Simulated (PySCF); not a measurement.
# F2Ge (Germanium Difluoride): the cost of one run

Programs: PySCF 2.14.0, with routines of our own; each step states its level. All values are computed. Atoms count from 0.

## (1) The starting structure

3 atoms, charge 0, multiplicity 1; geometry from: GFN2-xTB.

## (2) Relaxing the molecule at PBE0-D3(BJ)/def2-SVP

What the job is given:

```
{"job": {"xc": "PBE0", "basis": "def2-SVP", "d3": "d3bj", "grid": 1, "maxiter": 30, "shake": 0.01, "kind": "geom"}, "charge": 0, "multiplicity": 1}
F     -1.295580    -0.439540     0.002540
Ge    -0.005420     0.807820    -0.015210
F      1.307020    -0.403220    -0.006510
```

Started as:

```
$ OMP_NUM_THREADS=1 python heavy_run.py task.json out
```

The driver reads the jobs from task.json and runs them one after another.

Q: Estimate the wall time and peak memory of this first job on 1 thread of Intel Xeon Platinum 8375C at 2.90GHz, shared host.

About 4.8 s, with a peak of 0.29 GiB.
